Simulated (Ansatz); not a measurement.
# SbNH₄: up Jacob's ladder to CCSD(T)

Aim: compute SbNH₄ with functionals from several rungs and with coupled cluster. The yardstick is the atomisation energy at the CCSD(T) limit.

The runs use Ansatz 0.2.0, Gaussian basis; functionals in def2-TZVPP, the program's frozen cores in correlated methods.

Plan: LDA (SPW92), PBE-D4, revPBE-D4, BLYP-D4, r2SCAN-D4, B97M-V, PBE0-D4, B3LYP-D4, r2SCANh-D4, r2SCAN0-D4, HSE06-D4, BHLYP-D4, CAM-B3LYP-D4, LC-ωPBE, ωB97X-V, ωB97M-V, B2PLYP, PBE-QIDH; CCSD(T)/def2-SVP; CCSD(T)/def2-TZVPP; MP2/def2-QZVPP; extrapolation to the limit; RPA on PBE.

**1. The relaxed structure**

The geometry comes from an earlier relaxation with PBE0-D4 in a triple-zeta def2 set; it is a stationary point. Sb takes the def2 core potential; no spin-orbit term is included.

SMILES `[NH2][SbH2]`, 6 atoms, charge 0, spin multiplicity 1.

Atoms are counted from 1 here; the program's logs count them from 0.

Bond lengths: N1–Sb2 2.036 Å, N1–H3 1.012 Å, N1–H4 1.012 Å, Sb2–H5 1.724 Å, Sb2–H6 1.710 Å. Angles: Sb2–N1–H3 114.0°, Sb2–N1–H4 111.2°, H3–N1–H4 108.1°, N1–Sb2–H5 99.5°, N1–Sb2–H6 93.5°, H5–Sb2–H6 90.2°.

**2. LDA**

This LDA is Slater exchange with PW92 correlation.

The input, in.yaml:

```yaml
crystal:
  periodic: [false, false, false]
  atoms:
    - {symbol: N, position_ang: [-0.061587, -0.994719, 0.364027]}
    - {symbol: Sb, position_ang: [0.632717, 0.919303, 0.335397]}
    - {symbol: H, position_ang: [-0.745015, -1.194895, -0.354421]}
    - {symbol: H, position_ang: [0.695694, -1.659231, 0.270756]}
    - {symbol: H, position_ang: [0.422740, 1.273762, -1.338326]}
    - {symbol: H, position_ang: [-0.902349, 1.591880, 0.676466]}
basis:
  gaussian: {orbitals: def2-TZVPP}
hamiltonian: {xc: lda}
output: {orbitals: {seedname: orbitals}}
```

On the command line:

```console
$ ansatz run in.yaml --threads 2 --pin off --events-out ev --progress --plain --max-ram 4352MiB
```

The runs that follow: PBE-D4 (GGA); revPBE-D4 (GGA); BLYP-D4 (GGA); r2SCAN-D4 (meta-GGA); B97M-V (meta-GGA); B3LYP-D4 (hybrid); r2SCANh-D4 (hybrid); r2SCAN0-D4 (hybrid); HSE06-D4 (hybrid); BHLYP-D4 (hybrid); CAM-B3LYP-D4 (range-separated); LC-ωPBE (range-separated); ωB97X-V (range-separated); ωB97M-V (range-separated); B2PLYP (double hybrid); PBE-QIDH (double hybrid); CCSD(T) in def2-SVP; CCSD(T) in def2-TZVPP; MP2 in def2-QZVPP; RPA on PBE orbitals.

**Question.** What will the summary of the whole plan be? Wanted: atomisation energy, CCSD(T)/CBS; farthest beyond LDA; mean size of error, GGA; mean size of error, meta-GGA; mean size of error, hybrid; mean size of error, range-separated; mean size of error, double hybrid; gap, smallest and largest; T1 diagnostic.

**Answer**, as computed:

| quantity | value |
| --- | --- |
| atomisation energy, CCSD(T)/CBS | 1576.3 kJ/mol |
| functionals within 15.8 kJ/mol (1.0 %) | CAM-B3LYP-D4, ωB97M-V |
| farthest beyond LDA | r2SCAN0-D4 (-65.4 kJ/mol) |
| mean size of error, GGA | 23.2 kJ/mol |
| mean size of error, meta-GGA | 23.0 kJ/mol |
| mean size of error, hybrid | 39.6 kJ/mol |
| mean size of error, range-separated | 20.4 kJ/mol |
| mean size of error, double hybrid | 44.2 kJ/mol |
| gap, smallest and largest | 4.45 eV (BLYP-D4), 11.26 eV (LC-ωPBE) |
| T1 diagnostic | 0.0131 |
| triples share of the correlation energy | 3.1 % |

In words: The LDA atomisation energy is off by 249.8 kJ/mol (16 %): it overbinds. PBE-D4 is off by +18.1 kJ/mol. Double hybrids carry the basis error of their MP2 part in triple zeta, and no dispersion term here, so their miss is partly the set-up's. Taken by rung, range-separated functionals do best (20.4 kJ/mol on average) and double hybrid ones worst beyond LDA (44.2 kJ/mol). The gap between the best rungs is small, so their order is not settled. Misses under about 15.8 kJ/mol are within the doubt on the reference itself, which lacks core-valence correlation, spin-orbit coupling and higher excitations, and its outer-core shells are covered unevenly. All levels share the lack of spin-orbit coupling, which lowers the free heavy atoms and so the true binding. Hartree-Fock recovers 61 % of the binding; the rest is correlation. CCSD(T) in def2-SVP is off by -189.5 kJ/mol, which most functionals beat. Orbital gaps span 4.5 to 11.3 eV; exact exchange widens them. Correlated methods include outer-core shells of Sb, which these sets cover unevenly.
